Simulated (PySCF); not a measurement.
# Cl6Pt ([PtCl6]2-): the cost of one run

Programs: PySCF 2.14.0, with routines of our own; each step states its level. All values are computed. Atoms count from 0.

## 1. The system as given

7 atoms, charge -2, multiplicity 1; geometry from: GFN2-xTB.

## 2. NMR shieldings: PBE0/pcSseg-1 Pt:us-x2c-TZVPall-2c in water, spin-free

What the job is given:

```
{"job": {"xc": "PBE0", "basis": {"default": "pcSseg-1", "Pt": "us-x2c-TZVPall-2c"}, "rel": "sf", "solvent": "water", "kind": "hnmr"}, "charge": -2, "multiplicity": 1}
Pt     0.002290     0.001770     0.000790
Cl    -0.022660    -0.011150     2.351880
Cl     0.018300     0.008390    -2.349300
Cl     2.353480     0.005540     0.019300
Cl    -2.345940    -0.007270    -0.021170
Cl    -0.007940     2.354020     0.009760
Cl     0.002470    -2.351310    -0.011270
```

Method: PBE0/pcSseg-1 Pt:us-x2c-TZVPall-2c GIAO NMR shielding, spin-free X2C, Gaussian nuclei, IEF-PCM water.

On the command line:

```
$ OMP_NUM_THREADS=1 python heavy_run.py task.json out
```

The driver reads the jobs from task.json and runs them one after another.

**Question.** How long does this first job take on 1 thread of Arm Neoverse V1, shared host, and how much memory does it need?

About 5 min, with a peak of 1.6 GiB.
